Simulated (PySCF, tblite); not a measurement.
**CH10BNPSi2 radical: geometry, infrared bands and EPR parameters**

Wanted: the infrared bands and EPR parameters of CH10BNPSi2 radical (`BP[SiH2]C[SiH]N`), by calculation.

Programs: tblite 0.8.0 and PySCF 2.14.0, with density-fitted response routines of our own. Each step states its level of theory. These are calculated values for one molecule in the gas phase, unless marked as measured. Atoms count from 0, in the outputs and in this text.

## 1. The starting structure

16 atoms, charge 0, multiplicity 2; geometry from: force field or distance geometry start.

Bonds of the start (Å): B0–P1 1.94, P1–Si2 2.20, Si2–C3 1.88, C3–Si4 1.87, Si4–N5 1.79, B0–H6 1.18, B0–H7 1.18, P1–H8 1.47, Si2–H9 1.47, Si2–H10 1.48, C3–H11 1.10, C3–H12 1.10, Si4–H13 1.47, N5–H14 1.04, N5–H15 1.04.

## 2. Geometry optimisation with GFN2-xTB

Job settings and geometry (Å):

```
{"job": {"kind": "relax", "xc": "GFN2-xTB", "basis": "xTB"}, "charge": 0, "multiplicity": 2}
B      3.202800    -0.076300    -0.127600
P      2.210000     1.288700     0.822200
Si     0.317700     0.168000     0.777100
C     -0.407700     0.256000    -0.958700
Si    -2.022100    -0.691500    -1.001200
N     -3.216600     0.081500     0.078600
H      3.024600    -0.212800    -1.290500
H      3.951200    -0.774900     0.454100
H      2.600400     0.785200     2.144500
H      0.536100    -1.232100     1.155400
H     -0.638800     0.778400     1.720700
H     -0.587800     1.304100    -1.228200
H      0.302300    -0.205800    -1.655800
H     -1.795000    -2.083100    -0.594000
H     -4.113700    -0.426600    -0.039400
H     -3.371000     1.050300    -0.268600
```

Started as:

```
$ OMP_NUM_THREADS=1 python probes_run.py task.json out
```

One launch serves the whole session: the jobs run in the order shown.

**Question.** This job is followed by: GFN2-xTB harmonic vibrations, gas phase; UKS B3LYP, pcH-1 on B C H N P Si, non-relativistic, mean-field spin-orbit, GIAO. What will the session give for the following? strongest single infrared mode (GFN2-xTB); zero-point energy (GFN2-xTB); g(iso) (B3LYP); ⟨S²⟩; largest a(iso) (averaged by class); potential on the surface of density 0.002 e/bohr³, 1st and 99th percentile.

As calculated:

| quantity | value |
| --- | --- |
| strongest single infrared mode (GFN2-xTB) | 2224 cm⁻¹, 447 km/mol |
| zero-point energy (GFN2-xTB) | 66.7 kcal/mol |
| g(iso) (B3LYP) | 2.00266 |
| ⟨S²⟩ | 0.752 (exact 0.75) |
| largest a(iso) (averaged by class) | 29Si on Si4, -508.0 MHz |
| potential on the surface of density 0.002 e/bohr³, 1st and 99th percentile | -0.78 V and 1.77 V |

In words: Over 103 steps the energy fell by 0.435 eV; of the close pairs, B0–P1 changed most, 1.937 to 1.826 Å. No mode is imaginary among the 42: a minimum at this level. The strongest single mode, at 2224 cm⁻¹, moves mainly H13. Unscaled tight-binding wavenumbers are off by several per cent, some by more. Its intensities can rank the bands wrongly. Most of the unpaired spin sits on Si4 (0.78 e). The isotropic g lies 0.3 ppt above the free-electron value. These values are for one conformer; the search (at its own cheap level) found 2 more, at 0.87, 2.95 kcal/mol, and measured spectra average over such forms.
